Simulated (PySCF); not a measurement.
# CeH2O2 (Ce(OH)22+): the cost of one run

Computed with PySCF 2.14.0. Level: PBE0, Ce def2-SVP with ECP28, O def2-SVP, H def2-SVP; scalar-relativistic core potentials, no spin–orbit coupling.

2 further runs of the same task are left out: 1 for a known fault of the program, 1 that didn't finish.

## Step 1: The starting structure

5 atoms, charge 2, spin multiplicity 1.

Bond lengths: Ce1–O2 2.119 Å, Ce1–O4 2.119 Å, O2–H3 0.966 Å, O4–H5 0.966 Å. Angles: O2–Ce1–O4 131.8°, Ce1–O2–H3 158.8°, Ce1–O4–H5 158.8°.

Coordinates:

```
Ce    0.0000    0.0000    0.0000
O     1.9338    0.0000    0.8654
H     2.8934   -0.0906    0.9245
O    -1.9338    0.0000    0.8654
H    -2.8934    0.0906    0.9245
```

Formal oxidation states: Ce +4.

## Step 2: SCF at the start, singlet

run.py (the lines that set the calculation)

```python
mol = gto.M(atom='''
Ce     0.00000     0.00000     0.00000
O      1.93380     0.00000     0.86540
H      2.89340    -0.09060     0.92450
O     -1.93380     0.00000     0.86540
H     -2.89340     0.09060     0.92450''',
    basis={'Ce': 'def2-SVP', 'O': 'def2-SVP', 'H': 'def2-SVP'},
    ecp={'Ce': 'def2-SVP'},
    charge=2, spin=0)
mf = dft.RKS(mol, xc='PBE0')
mf.grids.atom_grid = (50, 194)  # f atoms: unpruned, at least (60, 302)
mf = mf.density_fit()  # fitting sets: Ce def2-universal-JKFIT, O def2-universal-JKFIT, H def2-universal-JKFIT
mf.conv_tol = 1e-08; mf.max_cycle = 55
mf.kernel(dm0)  # dm0: free metal ions and neutral atoms
```

Run with:

```sh
$ OMP_NUM_THREADS=2 python run.py
```

What time and memory should one allow on 2 threads of Intel Xeon Platinum 8488C (Sapphire Rapids), shared host?

About 11 s, with a peak of 0.52 GiB.
